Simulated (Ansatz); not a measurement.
# C₃H₄Cl₂F₂Si₂: basis-set convergence

An exercise on one series of results from a longer session: the logs are not shown, and one member is left open.

The runs use Ansatz 0.2.0, Gaussian basis; one geometry, several basis sets.

The runs, in order: PBE0-D4/def2-SVP; ωB97M-V/def2-SVP; PBE0-D4/def2-QZVPP; ωB97M-V/def2-QZVPP; the functionals' def2-TZVPP values are taken from earlier runs.

**The relaxed structure**

All runs share one geometry, relaxed beforehand with PBE0-D4 in a triple-zeta def2 set.

SMILES `C[SiH](Cl)C#C[Si](F)(F)Cl`, 13 atoms, charge 0, spin multiplicity 1.

Atoms are counted from 1 here; the program's logs count them from 0.

Bond lengths: C1–Si2 1.850 Å, C1–H10 1.092 Å, C1–H11 1.093 Å, C1–H12 1.092 Å, Si2–Cl3 2.051 Å, Si2–C4 1.834 Å, Si2–H13 1.479 Å, C4–C5 1.213 Å, C5–Si6 1.798 Å, Si6–F7 1.574 Å, Si6–F8 1.573 Å, Si6–Cl9 2.013 Å. Angles: Si2–C1–H10 110.3°, Si2–C1–H11 110.0°, Si2–C1–H12 110.5°, H10–C1–H11 108.7°, H10–C1–H12 108.7°, H11–C1–H12 108.6°, C1–Si2–Cl3 110.5°, C1–Si2–C4 109.9°, C1–Si2–H13 113.0°, Cl3–Si2–C4 107.4°, Cl3–Si2–H13 107.9°, C4–Si2–H13 107.9°, Si2–C4–C5 178.8°, C4–C5–Si6 178.8°, C5–Si6–F7 109.8°, C5–Si6–F8 110.2°, C5–Si6–Cl9 111.4°, F7–Si6–F8 107.4° and more.

The first run:

in.yaml

```yaml
crystal:
  periodic: [false, false, false]
  atoms:
    - {symbol: C, position_ang: [1.944169, -0.768695, -1.599966]}
    - {symbol: Si, position_ang: [0.989246, 0.777410, -1.252125]}
    - {symbol: Cl, position_ang: [-0.090290, 1.340165, -2.902761]}
    - {symbol: C, position_ang: [-0.202332, 0.483616, 0.110082]}
    - {symbol: C, position_ang: [-0.975093, 0.272831, 1.020495]}
    - {symbol: Si, position_ang: [-2.142179, -0.060211, 2.346550]}
    - {symbol: F, position_ang: [-1.383769, -0.664655, 3.586662]}
    - {symbol: F, position_ang: [-2.824530, 1.277329, 2.816950]}
    - {symbol: Cl, position_ang: [-3.569786, -1.352581, 1.760380]}
    - {symbol: H, position_ang: [2.649344, -0.602809, -2.417141]}
    - {symbol: H, position_ang: [2.503870, -1.070951, -0.711221]}
    - {symbol: H, position_ang: [1.270150, -1.580509, -1.879655]}
    - {symbol: H, position_ang: [1.851597, 1.914362, -0.863548]}
basis:
  gaussian: {orbitals: def2-SVP}
hamiltonian: {xc: pbe0, dispersion: d4}
output: {orbitals: {seedname: orbitals}}
```

Steps of the session up to this table: PBE0-D4 in def2-SVP; ωB97M-V in def2-SVP; PBE0-D4 in def2-QZVPP; ωB97M-V in def2-QZVPP.

One of the session's tables, all rows but one given; the rest of the session is left out.

It belongs to the step «Functionals by basis». 

| functional | basis | HOMO (eV) |
| --- | --- | --- |
| PBE0-D4 | def2-SVP | -8.80 |
| PBE0-D4 | def2-TZVPP | -8.85 |
| PBE0-D4 | def2-QZVPP | -8.87 |
| ωB97M-V | def2-SVP | -10.96 |
| ωB97M-V | def2-TZVPP | -11.04 |
| ωB97M-V | def2-QZVPP | ? |

Q: Estimate the row for ωB97M-V, def2-QZVPP from the others.

**Answer.** HOMO (eV): -11.06. In the column «HOMO (eV)» it is the lowest.
